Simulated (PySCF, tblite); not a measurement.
# C7H6NO radical: geometry, infrared bands and EPR parameters

Wanted: the infrared bands and EPR parameters of C7H6NO radical (`C#CC(=O)[N]CC#CC`), by calculation.

Computed with tblite 0.8.0 and PySCF 2.14.0, with density-fitted response routines of our own, on a single molecule in the gas phase. Atoms are numbered from 0 throughout.

## Step 1: Starting geometry

15 atoms, charge 0, multiplicity 2; geometry from: force field or distance geometry start.

Bonds of the start (Å): C0–C1 1.21, C1–C2 1.46, C2–O3 1.25, C2–N4 1.44, N4–C5 1.46, C5–C6 1.44, C6–C7 1.20, C7–C8 1.48, C0–H9 1.06, C5–H10 1.12, C5–H11 1.11, C8–H12 1.12, C8–H13 1.10, C8–H14 1.13.

## Step 2: Geometry optimisation with GFN2-xTB

The job: settings as JSON, then the geometry in Å.

```
{"job": {"kind": "relax", "xc": "GFN2-xTB", "basis": "xTB"}, "charge": 0, "multiplicity": 2}
C      3.340300     1.129700    -0.950400
C      2.898100     0.009200    -0.857400
C      2.392300    -1.351600    -0.744200
O      3.081600    -2.346400    -1.048700
N      1.027400    -1.455100    -0.288000
C      0.169800    -0.320500    -0.619500
C     -1.065100    -0.297300     0.130500
C     -2.080500    -0.265400     0.772800
C     -3.325300    -0.229500     1.569000
H      3.719000     2.118500    -1.026000
H      0.807000     0.575600    -0.429400
H     -0.015800    -0.374900    -1.707800
H     -3.237500     0.432800     2.465100
H     -3.604300    -1.247400     1.866000
H     -4.111400     0.124700     0.846100
```

Run with:

```bash
$ OMP_NUM_THREADS=1 python probes_run.py task.json out
```

The driver reads the jobs from task.json and runs them one after another.

What it wrote:

```text
step      E/eV     max force
  0    -674.82591    2.785
  1    -675.05853    2.463
  2    -675.13797    3.165
  3    -675.18917    1.761
  4    -675.22184    0.554
  5    -675.24444    0.440
  6    -675.25980    1.482
  7    -675.27766    0.646
  8    -675.28986    0.334
  9    -675.30681    0.338
 10    -675.31626    0.336
 11    -675.32241    0.237
 12    -675.32749    0.174
 13    -675.33187    0.199
 14    -675.33523    0.162
 15    -675.33831    0.196
 16    -675.34180    0.190
 17    -675.34537    0.208
 18    -675.34859    0.226
 19    -675.35119    0.164
 20    -675.35332    0.125
 21    -675.35518    0.129
 22    -675.35701    0.117
 23    -675.35901    0.135
 24    -675.36125    0.145
 25    -675.36362    0.163
 26    -675.36601    0.169
 27    -675.36825    0.150
 28    -675.37029    0.136
 29    -675.37244    0.162
 30    -675.37484    0.196
 31    -675.37729    0.189
 32    -675.37954    0.125
 33    -675.38157    0.113
 34    -675.38368    0.135
 35    -675.38629    0.186
 36    -675.38800    0.347
 37    -675.39115    0.137
 38    -675.39267    0.104
 39    -675.39530    0.149
 40    -675.39686    0.184
 41    -675.40041    0.176
 42    -675.40296    0.165
 43    -675.40457    0.107
 44    -675.40602    0.137
 45    -675.40728    0.117
 46    -675.40798    0.059
 47    -675.40840    0.092
 48    -675.40879    0.064
 49    -675.40964    0.081
 50    -675.41024    0.080
 51    -675.41086    0.072
 52    -675.41120    0.043
 53    -675.41143    0.044
 54    -675.41164    0.051
 55    -675.41192    0.060
 56    -675.41221    0.047
 57    -675.41243    0.031
 58    -675.41258    0.036
 59    -675.41269    0.026
 60    -675.41277    0.028
 61    -675.41286    0.029
 62    -675.41297    0.037
 63    -675.41312    0.040
 64    -675.41334    0.061
 65    -675.41369    0.083
 66    -675.41422    0.117
 67    -675.41494    0.164
 68    -675.41573    0.100
 69    -675.41644    0.106
 70    -675.41705    0.092
 71    -675.41783    0.146
 72    -675.41901    0.182
 73    -675.42053    0.190
 74    -675.42184    0.105
 75    -675.42310    0.124
 76    -675.42466    0.177
 77    -675.42666    0.369
 78    -675.42888    0.210
 79    -675.43116    0.130
 80    -675.43324    0.202
 81    -675.43587    0.185
 82    -675.43898    0.200
 83    -675.44151    0.342
 84    -675.44252    0.228
 85    -675.44645    0.143
 86    -675.44870    0.128
 87    -675.45439    0.194
 88    -675.45677    0.291
 89    -675.45792    0.510
 90    -675.46117    0.347
 91    -675.46313    0.274
 92    -675.46695    0.262
 93    -675.47273    0.277
 94    -675.47926    0.259
 95    -675.48575    0.176
 96    -675.48622    0.414
 97    -675.49151    0.228
 98    -675.49380    0.219
 99    -675.49567    0.133
100    -675.49716    0.212
101    -675.49799    0.092
102    -675.49863    0.143
103    -675.49921    0.120
104    -675.49979    0.067
105    -675.50053    0.082
106    -675.50160    0.085
107    -675.50237    0.121
108    -675.50320    0.078
109    -675.50461    0.082
110    -675.50690    0.175
111    -675.50974    0.133
112    -675.51142    0.428
113    -675.51386    0.175
114    -675.51585    0.145
115    -675.51863    0.117
116    -675.52061    0.137
117    -675.52175    0.113
118    -675.52291    0.253
119    -675.52347    0.059
120    -675.52388    0.068
121    -675.52425    0.130
122    -675.52450    0.060
123    -675.52473    0.058
124    -675.52500    0.103
125    -675.52520    0.072
126    -675.52541    0.096
127    -675.52567    0.096
128    -675.52595    0.099
129    -675.52611    0.080
130    -675.52627    0.078
131    -675.52642    0.074
132    -675.52656    0.061
133    -675.52671    0.047
134    -675.52692    0.040
135    -675.52718    0.047
136    -675.52747    0.053
137    -675.52776    0.048
138    -675.52804    0.065
139    -675.52829    0.054
140    -675.52853    0.052
141    -675.52878    0.068
142    -675.52903    0.048
143    -675.52926    0.062
144    -675.52946    0.056
145    -675.52963    0.051
146    -675.52979    0.049
147    -675.52992    0.040
148    -675.53004    0.037
149    -675.53012    0.037
150    -675.53017    0.026
151    -675.53020    0.012
152    -675.53022    0.008
```

Wall time 2.7 s (1 thread of Intel Xeon at 2.50GHz, shared host).

The steps of the relaxation: (not every step is listed)

| step | energy from step 0 (eV) | largest force (eV/Å) |
| --- | --- | --- |
| 0 | 0.0000 | 2.7851 |
| 1 | -0.2326 | 2.4633 |
| 2 | -0.3121 | 3.1651 |
| 3 | -0.3633 | 1.7613 |
| 4 | -0.3959 | 0.5543 |
| 5 | -0.4185 | 0.4395 |
| 6 | -0.4339 | 1.4817 |
| 7 | -0.4517 | 0.6458 |
| 8 | -0.4639 | 0.3340 |
| 21 | -0.5293 | 0.1287 |
| 34 | -0.5578 | 0.1354 |
| 47 | -0.5825 | 0.0924 |
| 60 | -0.5869 | 0.0284 |
| 73 | -0.5946 | 0.1896 |
| 86 | -0.6228 | 0.1284 |
| 99 | -0.6698 | 0.1331 |
| 112 | -0.6855 | 0.4278 |
| 125 | -0.6993 | 0.0716 |
| 138 | -0.7021 | 0.0649 |
| 147 | -0.7040 | 0.0404 |
| 148 | -0.7041 | 0.0372 |
| 149 | -0.7042 | 0.0367 |
| 150 | -0.7043 | 0.0263 |
| 151 | -0.7043 | 0.0119 |
| 152 | -0.7043 | 0.0085 |

Close pairs (by a distance rule), those that changed most:

| bond | before (Å) | after (Å) | change (Å) |
| --- | --- | --- | --- |
| C2–N4 | 1.443 | 1.298 | -0.145 |
| N4–C5 | 1.460 | 1.408 | -0.053 |
| C8–H14 | 1.125 | 1.089 | -0.036 |
| C7–C8 | 1.478 | 1.443 | -0.035 |
| C2–O3 | 1.248 | 1.216 | -0.032 |
| C8–H12 | 1.118 | 1.090 | -0.028 |
| C1–C2 | 1.456 | 1.475 | +0.019 |
| C5–H10 | 1.116 | 1.103 | -0.012 |

The next job starts from the end point, and lists it.

## Step 3: Harmonic vibrations with GFN2-xTB

The job: settings as JSON, then the geometry in Å.

```
{"job": {"kind": "ir", "xc": "GFN2-xTB", "basis": "xTB"}, "charge": 0, "multiplicity": 2}
C      2.201545     1.011383     0.450697
C      2.104978    -0.061944    -0.071413
C      2.022146    -1.381041    -0.726905
O      2.900042    -2.190040    -0.495190
N      0.995557    -1.435372    -1.519672
C     -0.084830    -0.554131    -1.713879
C     -0.885086    -0.316167    -0.525208
C     -1.497801    -0.178406     0.498341
C     -2.253955     0.035085     1.709077
H      2.303082     1.942350     0.927700
H      0.246408     0.406708    -2.143727
H     -0.714441    -1.037851    -2.475625
H     -1.717431     0.717466     2.367591
H     -2.395436    -0.914762     2.223636
H     -3.229195     0.459058     1.472665
```

What it wrote:

```text
mode    cm-1     km/mol
  1     -21.0      0.06
  2      42.2      1.22
  3      52.9      2.62
  4     107.9      0.65
  5     157.8      3.99
  6     202.0      2.57
  7     210.9      2.96
  8     245.8      9.75
  9     282.8      1.67
 10     303.0      0.95
 11     423.6      7.60
 12     479.1      5.59
 13     560.8     25.34
 14     578.4      7.82
 15     630.4     17.54
 16     662.5     41.89
 17     763.8     11.50
 18     797.3      4.74
 19     874.4     10.73
 20    1016.0     22.05
 21    1023.1      8.84
 22    1032.1     70.95
 23    1141.8     16.56
 24    1193.7      7.95
 25    1269.6      0.41
 26    1322.8     70.20
 27    1385.0      3.50
 28    1391.1     11.79
 29    1445.3      6.16
 30    1446.3      4.44
 31    1704.0    261.22
 32    2236.2      4.35
 33    2378.3    236.41
 34    2810.9     21.65
 35    2877.8      3.92
 36    3007.3     15.04
 37    3009.4     13.79
 38    3014.7     19.45
 39    3364.6     17.70
```

Run time: 1.4 s. Hardware: 1 thread of Intel Xeon at 2.50GHz, shared host.

The strongest bands and the atoms that carry them (share of the mass-weighted mode):

| cm⁻¹ | km/mol | atoms |
| --- | --- | --- |
| 561 | 25.3 | N4 37 %, C6 18 %, C5 14 % |
| 662 | 41.9 | H9 60 %, C2 25 % |
| 1016 | 22.1 | H13 38 %, H12 20 %, C8 18 %, H14 10 % |
| 1032 | 71.0 | C2 37 %, C5 19 %, N4 18 %, H11 11 % |
| 1323 | 70.2 | N4 38 %, H10 16 %, H11 16 %, C5 11 % |
| 1704 | 261.2 | C2 64 %, O3 26 % |
| 2378 | 236.4 | C7 50 %, C6 48 % |
| 2811 | 21.6 | H10 86 % |

## Step 4: EPR parameters: B3LYP/pcH-1

The job, as its differences from that of step 3:

```diff
@@ -1,2 +1,2 @@
-{"job": {"kind": "ir", "xc": "GFN2-xTB", "basis": "xTB"}, "charge": 0, "multiplicity": 2}
+{"job": {"kind": "epr", "basis": "pcH-1"}, "charge": 0, "multiplicity": 2}
 C      2.201545     1.011383     0.450697
```

With the program's defaults for keys left out, this is: UKS B3LYP, pcH-1 on C H N O, non-relativistic, mean-field spin-orbit, GIAO.

What it wrote:

```text
UKS, coarse grid
  cycle   1  E = -399.92665090  |g| = 6.96e-01
  cycle   2  E = -398.26397368  |g| = 1.94e+00
  cycle   3  E = -400.04116126  |g| = 4.26e-01
  cycle   4  E = -400.12139302  |g| = 1.36e-01
  cycle   5  E = -400.12514262  |g| = 1.07e-01
  cycle   6  E = -400.13048556  |g| = 2.15e-02
  cycle   7  E = -400.13080296  |g| = 1.61e-02
  cycle   8  E = -400.13109310  |g| = 7.76e-03
  cycle   9  E = -400.13133119  |g| = 5.71e-03
  cycle  10  E = -400.13153175  |g| = 6.47e-03
  cycle  11  E = -400.13169647  |g| = 6.24e-03
  cycle  12  E = -400.13149283  |g| = 5.05e-03
  cycle  13  E = -400.13181963  |g| = 4.63e-03
  cycle  14  E = -400.13206473  |g| = 4.04e-03
  cycle  15  E = -400.13224833  |g| = 3.84e-03
  cycle  16  E = -400.13225054  |g| = 2.43e-03
  cycle  17  E = -400.13228720  |g| = 1.84e-03
  cycle  18  E = -400.13229836  |g| = 1.57e-03
  cycle  19  E = -400.13230007  |g| = 5.41e-04
UKS, final grid
  cycle   1  E = -400.13229068  |g| = 9.73e-04
  cycle   2  E = -400.13228843  |g| = 2.59e-03
  cycle   3  E = -400.13229128  |g| = 2.69e-04
  cycle   4  E = -400.13229135  |g| = 1.86e-04
  cycle   5  E = -400.13229147  |g| = 1.54e-04
  cycle   6  E = -400.13229167  |g| = 1.27e-04
  cycle   7  E = -400.13229179  |g| = 6.76e-05
  cycle   8  E = -400.13229185  |g| = 3.98e-05
  cycle   9  E = -400.13229186  |g| = 2.77e-05
E = -400.13229186 Eh   <S^2> = 0.7615 (exact 0.7500)
g shifts (ppm)      1          2          3
  rmc          -236       -236       -236
  gc            -15         48         36
  oz_so        1084       1472      13045
  total         833       1285      12845
hyperfine (MHz)  atom isotope    a_iso     a_fc   dipolar eigenvalues
    0   13C       8.75       8.75     -6.21      0.55      5.66
    1   13C      73.09      73.09     -5.50     -2.58      8.08
    2   13C     -22.68     -22.68    -18.06      2.55     15.51
    3   17O     -10.71     -10.71    -67.01     31.77     35.25
    4   14N      52.39      52.39    -35.11    -34.53     69.64
    5   13C     -16.56     -16.56     -5.03     -2.63      7.66
    6   13C       5.63       5.63     -1.61     -1.05      2.66
    7   13C       0.60       0.60     -2.92     -0.74      3.66
    8   13C      -0.59      -0.59     -0.23     -0.04      0.27
    9    1H       1.75       1.75     -1.67     -0.19      1.87
   10    1H     175.39     175.39     -5.58     -1.74      7.32
   11    1H      67.58      67.58     -6.59     -5.44     12.03
   12    1H       4.11       4.11     -0.58     -0.48      1.06
   13    1H       0.27       0.27     -0.63     -0.50      1.14
   14    1H       0.46       0.46     -0.52     -0.47      0.99
```

Wall time 3.5 min (1 thread of Intel Xeon at 2.50GHz, shared host); peak memory 0.98 GiB.

Principal g values 2.00315, 2.00360, 2.01516; g(iso) = 2.00731, against 2.00232 for a free electron.

Mean a(iso) over the nuclei that a row names, and the largest dipolar term of the row (other rows stand at the frozen geometry):

| nuclei | isotope | a(iso) (MHz) | a(iso) (G, at g = 2.0023) | largest dipolar term (MHz) |
| --- | --- | --- | --- | --- |
| H10, H11 | 1H | 121.5 | 43.3 | 12.0 |
| C1 | 13C | 73.1 | 26.1 | 8.1 |
| N4 | 14N | 52.4 | 18.7 | 69.6 |
| C2 | 13C | -22.7 | -8.1 | -18.1 |
| C5 | 13C | -16.6 | -5.9 | 7.7 |
| O3 | 17O | -10.7 | -3.8 | -67.0 |
| C0 | 13C | 8.7 | 3.1 | -6.2 |
| C6 | 13C | 5.6 | 2.0 | 2.7 |
| H9 | 1H | 1.7 | 0.6 | 1.9 |
| H12, H13, H14 | 1H | 1.6 | 0.6 | 1.1 |
| C7 | 13C | 0.6 | 0.2 | 3.7 |
| C8 | 13C | -0.6 | -0.2 | 0.3 |

Mulliken spin populations:

C0 -0.01; C1 0.06; C2 -0.09; O3 0.21; N4 0.74; C5 -0.05; C6 0.01; C7 0.02; C8 0.00; H9 0.00; H10 0.08; H11 0.02; H12 0.00; H13 0.00; H14 0.00

In first order the couplings over 0.8 MHz of 1H, 14N give 72 distinct lines over 126.4 G, if the averaged nuclei exchange fast.

Orbitals, density, ELF and potential are computed afterwards from the orbital file.

ELF in a plane through or near 6 of the atoms.

Ten even steps from '0' (0.00) to '9' (1.00):
```
0000000000000000000000000000
0000000000000000000000000000
0000000000000000000000000000
0000000011121000000000000000
0000000234554100000000000000
0000002467665310003785100000
0000002578777510008999500000
0000001463187300007999400000
0000000266463014534886420000
0000000234300268758439983000
0000000232211567657779995000
0000000366675813866338992000
0000002788763776775101320000
0000002575268513542000000000
0000000010099910010000000000
0000000000089810000000000000
0000000000023100000000000000
0000000000000000000000000000
0000000000000000000000000000
0000000000000000000000000000
```
The map spans 12.4 Å across and 10.9 Å up, centred on the molecule. Atoms in the plane (x, y in Å): C0 (-1.5, 2.0), C5 (-0.8, -1.4), C6 (0.5, -0.9), C7 (1.5, -0.4), H11 (-0.8, -2.5), H14 (3.6, -0.3).

On the surface of density 0.002 e/bohr³ the electrostatic potential runs, from the 1st to the 99th percentile, from -1.80 V near O3 to 1.70 V near H9.

The spin density lies nearest to N4 56 %; O3 17 %; H10 7 %; C2 6 % (beta excess).

## Step 5: Results

```
                                 quantity                      value
strongest single infrared mode (GFN2-xTB)      1704 cm⁻¹, 261 km/mol
             zero-point energy (GFN2-xTB)              65.0 kcal/mol
                           g(iso) (B3LYP)                    2.00731
                                     ⟨S²⟩         0.762 (exact 0.75)
       largest a(iso) (averaged by class)  1H on H10, H11, 121.5 MHz
    surface potential, 1st and 99th percentile         -1.80 V and 1.70 V
```

In words: Over 152 steps the energy fell by 0.704 eV; of the close pairs, C2–N4 changed most, 1.443 to 1.298 Å. The lowest mode is imaginary (21i cm⁻¹), so the xTB geometry is not a minimum. The strongest single mode, at 1704 cm⁻¹, moves mainly C2. Unscaled tight-binding wavenumbers are off by several per cent, some by more. Its intensities can rank the bands wrongly. Most of the unpaired spin sits on N4 (0.74 e). The isotropic g lies 5.0 ppt above the free-electron value.
